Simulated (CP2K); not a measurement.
GaSb3 under changes of volume

One of the cells (25.960 Å³/atom); the others are scaled copies at fixed shape and fractional positions:

```
Sb Ga
1.0
     5.27586    0.00000    0.00000
     2.63793    4.56903    0.00000
     2.63793    1.52301    4.30772
Sb Ga
3 1
Direct
  0.50000 0.50000 0.50000
  0.75000 0.75000 0.75000
  0.25000 0.25000 0.25000
  0.00000 0.00000 0.00000
```

The cell comes from a database or a generator and needn't be the stable form of this composition.

```yaml
Program: CP2K 2026.2
Functional: LDA
Potentials_or_basis: GTH_POTENTIALS Sb GTH-PADE-q5, Ga GTH-PADE-q13; TZVP-MOLOPT-PBE-GTH basis
Density_cutoff: 6123 eV
k_mesh: 6 × 6 × 6
Occupations: fermi-dirac, width 0.05 eV
Spin: no spin polarisation
```

```csv
volume (Å³/atom),energy over the lowest point (meV/atom),pressure (GPa)
24.402,0.00,-0.8
24.922,4.41,-1.9
25.441,12.07,-2.8
25.960,22.64,-3.7
26.479,?,?
26.998,51.80,-5.3
27.518,70.03,-6.0
```

What does the run at 26.479 Å³/atom give?

Energy over the lowest point 35.94 meV/atom; pressure -4.6 GPa.

Worked out: A Birch-Murnaghan fit of order 3 (a polynomial in V^(-2/3)) to the other rows has its minimum at 24.00 Å³/atom, just outside them, with B0 = V·E''(V) = 52 GPa (rough, since the energies scatter). It gives 35.96 meV/atom at 26.479 Å³/atom, against the run's 35.94, and -dE/dV = -4.5 GPa, against -4.6.

Energies are extrapolated to zero smearing.

Caveats: the basis of atomic orbitals isn't converged, which shifts pressures, moduli and gaps.
